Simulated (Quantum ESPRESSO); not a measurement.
An input for Quantum ESPRESSO 7.5 (GaGe):

File pw.in:

```
&CONTROL
  calculation = 'scf'
  prefix = 'pwscf'
  outdir = './tmp'
  pseudo_dir = './pseudo'
  tprnfor = .true.
  tstress = .true.
  disk_io = 'nowf'
/
&SYSTEM
  ibrav = 0
  nat = 2
  ntyp = 2
  ecutwfc = 64
  ecutrho = 515
  nbnd = 1
  occupations = 'smearing'
  smearing = 'fd'
  degauss = 0.00367493
/
&ELECTRONS
  conv_thr = 4d-10
  electron_maxstep = 100
  mixing_beta = 0.5
/
ATOMIC_SPECIES
Ge    72.6300 ge_pbesol_v1.4.uspp.F.UPF
Ga    69.7230 ga_pbesol_v1.4.uspp.F.UPF
CELL_PARAMETERS angstrom
   0.0000000000    2.8978440000    2.8978440000
   2.8978440000    0.0000000000    2.8978440000
   2.8978440000    2.8978440000    0.0000000000
ATOMIC_POSITIONS crystal
Ge     0.0000000000    0.0000000000    0.0000000000
Ga     0.2500000000    0.2500000000    0.2500000000
K_POINTS automatic
8 8 8 0 0 0
```

Potentials or basis: GBRV 1.5 PBEsol.

The run is started by

```bash
$ OMP_NUM_THREADS=1 mpirun -n 2 pw.x -nk 2 -in pw.in > pw.out
```

Problem. Does this run start?

Solution. The run stopped without a result. It printed:

pw.out:

```text
This program is part of the open-source Quantum ESPRESSO suite
     for quantum simulation of materials; please cite
         "P. Giannozzi et al., J. Phys.:Condens. Matter 21 395502 (2009);
         "P. Giannozzi et al., J. Phys.:Condens. Matter 29 465901 (2017);
         "P. Giannozzi et al., J. Chem. Phys. 152 154105 (2020);
     in publications or presentations arising from this work. More details at

 %%%%%%%%%%%%%%%%%%%%%%%%%%%%%%%%%%%%%%%%%%%%%%%%%%%%%%%%%%%%%%%%%%%%%%%%%%%%%%
     Error in routine setup (1):
     too few bands
 %%%%%%%%%%%%%%%%%%%%%%%%%%%%%%%%%%%%%%%%%%%%%%%%%%%%%%%%%%%%%%%%%%%%%%%%%%%%%%

     stopping ...

"abort". This may have caused other processes in the application to be
```
